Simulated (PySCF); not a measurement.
# [PbF2]2+: other functionals and bases at one geometry

One table from this session's results is given with a row withheld; the runs are named, their logs left out.

Program: PySCF 2.14.0. Level of theory: several levels, as the steps say, no spin–orbit coupling. These are calculated values, not measurements.

1 further run of the same task is left out (for a known fault of the program).

## The system as given

3 atoms, charge 2, spin multiplicity 1.

Bond lengths: Pb1–F2 1.938 Å, Pb1–F3 1.938 Å. Angles: F2–Pb1–F3 180.0°.

As a file:

```xyz
3
F2Pb
Pb    0.00000    0.00000    0.38820
F     1.93757    0.00000    0.38888
F    -1.93757    0.00000    0.38888
```

Formal oxidation states: Pb +4. An earlier session relaxed this geometry at PBE0, Pb def2-SVP with ECP60, F def2-SVP (singlet, point group D∞h).

At PBE0 on the finer grid: E = -391.176100 Eh, HOMO -26.29 eV, LUMO -20.96 eV, Mulliken charge on Pb1 +2.09 e, largest force component 0.014 eV/Å. 

Levels to run: wB97X; TPSSh; PBE0, TZVP. Hardware: 2 threads of Arm Neoverse V2, shared host.

The first run:

The input, run.py (the lines that set the calculation):

```python
mol = gto.M(atom='''
Pb     0.00000     0.00000     0.38820
F      1.93757     0.00000     0.38888
F     -1.93757     0.00000     0.38888''',
    basis={'Pb': 'def2-SVP', 'F': 'def2-SVP'},
    ecp={'Pb': 'def2-SVP'},
    charge=2, spin=0)
mf = dft.RKS(mol, xc='WB97X')
mf.grids.atom_grid = (75, 302)
mf = mf.density_fit()  # fitting sets: Pb def2-universal-JKFIT, F def2-universal-JKFIT
mf.conv_tol = 1e-08; mf.max_cycle = 55
mf.kernel(dm0)  # dm0: the density of the relaxed state
```

The run is started by

```bash
OMP_NUM_THREADS=2 python run.py
```

Steps of the session up to this table: wB97X; TPSSh; PBE0, TZVP.

One of the session's tables, all rows but one given; the rest of the session is left out.

```
              level  HOMO (eV)  gap (eV)  charge on Pb1 (e)  largest force component (eV/Å)
PBE0 (relaxed here)     -26.29      5.33               2.09                            0.01
              wB97X     -28.75      9.94               2.10                            0.37
              TPSSh          ?         ?                  ?                               ?
         PBE0, TZVP     -26.13      5.44               2.02                            1.55
```

**Question.** Estimate the row for TPSSh.

The run gave: HOMO (eV): -25.10; gap (eV): 3.70; charge on Pb1 (e): 2.06; largest force component (eV/Å): 0.37. In the column «HOMO (eV)» it is the highest.

In one basis the HOMO–LUMO gap runs from 3.70 eV (TPSSh) to 9.94 eV (wB97X). The largest leftover force, 1.55 eV/Å with PBE0, TZVP, stands at a geometry relaxed at another level. Total energies of different levels can't be compared.
